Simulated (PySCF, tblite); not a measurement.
**C₅H₁₄AsB: geometry, infrared bands and NMR shifts**

Wanted: the infrared bands and NMR shifts of C₅H₁₄AsB (`CC[As](C)B(C)C`), by calculation.

Programs: tblite 0.8.0 and PySCF 2.14.0, with density-fitted response routines of our own. Each step states its level of theory. These are calculated values for one molecule in the gas phase, unless marked as measured. Atoms count from 0, in the outputs and in this text.

### Step 1. The starting structure

21 atoms, charge 0, multiplicity 1; geometry from: force field or distance geometry start.

Bonds of the start (Å): C0–C1 1.54, C1–As2 1.98, As2–C3 1.96, As2–B4 2.06, B4–C5 1.60, B4–C6 1.59, C0–H7 1.10, C0–H8 1.11, C0–H9 1.12, C1–H10 1.11, C1–H11 1.10, C3–H12 1.11, C3–H13 1.11, C3–H14 1.11, C5–H15 1.10, C5–H16 1.11, C5–H17 1.10, C6–H18 1.10, C6–H19 1.12, C6–H20 1.11.

### Step 2. Optimising the geometry with GFN2-xTB

Job settings and geometry (Å):

```
{"job": {"kind": "relax", "xc": "GFN2-xTB", "basis": "xTB"}, "charge": 0, "multiplicity": 1}
C      2.934100    -0.750900     0.135100
C      1.540100    -0.505200    -0.466900
As     0.593100     0.880700     0.576300
C      0.003400    -0.353500     1.985300
B     -1.192200     0.726000    -0.445100
C     -1.241300     0.165900    -1.944000
C     -2.520700     1.295600     0.205900
H      3.474000    -1.496800    -0.468900
H      3.512600     0.194300     0.139100
H      2.833900    -1.128100     1.179700
H      0.968200    -1.462100    -0.456600
H      1.656500    -0.167800    -1.504400
H     -0.439400    -1.280100     1.565700
H     -0.751900     0.135300     2.628000
H      0.871300    -0.625600     2.626200
H     -0.547800     0.755900    -2.566900
H     -0.932900    -0.896900    -1.947200
H     -2.266000     0.243900    -2.350100
H     -2.935900     2.107200    -0.417700
H     -2.298000     1.697400     1.225900
H     -3.270000     0.481700     0.300200
```

Launch:

```sh
$ OMP_NUM_THREADS=1 python probes_run.py task.json out
```

This one command runs all jobs of the session in turn.

**Question.** This job is followed by: GFN2-xTB harmonic vibrations, gas phase; GIAO PBE0/pcSseg-1 NMR shielding, non-relativistic, gas phase. What will the session give for the following? strongest single infrared mode (GFN2-xTB); zero-point energy (GFN2-xTB); 13C shifts against TMS (PBE0/pcSseg-1, means over atoms taken as alike); 1H shifts against TMS (PBE0/pcSseg-1, means over atoms taken as alike); 75As shifts against AsH3 (PBE0/pcSseg-1); 11B shifts against BF3·OEt2 (PBE0/pcSseg-1).

As calculated:

| quantity | value |
| --- | --- |
| strongest single infrared mode (GFN2-xTB) | 1117 cm⁻¹, 121 km/mol |
| zero-point energy (GFN2-xTB) | 110.9 kcal/mol |
| 13C shifts against TMS (PBE0/pcSseg-1, means over atoms taken as alike) | 25.4, 18.9, 15.8, 5.9 ppm |
| 1H shifts against TMS (PBE0/pcSseg-1, means over atoms taken as alike) | 1.66, 1.37, 1.30, 1.04 ppm |
| 75As shifts against AsH3 (PBE0/pcSseg-1) | 504 ppm |
| 11B shifts against BF3·OEt2 (PBE0/pcSseg-1) | 106.9 ppm |

**Reading.** Relaxing lowered the energy by 0.202 eV in 170 steps; the close pair that moved most is As2–B4, from 2.063 to 2.024 Å. No mode is imaginary among the 57: a minimum at this level. The strongest single mode, at 1117 cm⁻¹, moves mainly B4. Unscaled tight-binding wavenumbers are off by several per cent, some by more. Its intensities can rank the bands wrongly. At PBE0/pcSseg-1: Shielding is most anisotropic at As2 (span 239 ppm, paramagnetic term -1395 ppm). Spin-orbit coupling is left out, which matters for shieldings and couplings at and beside the heavy atoms.
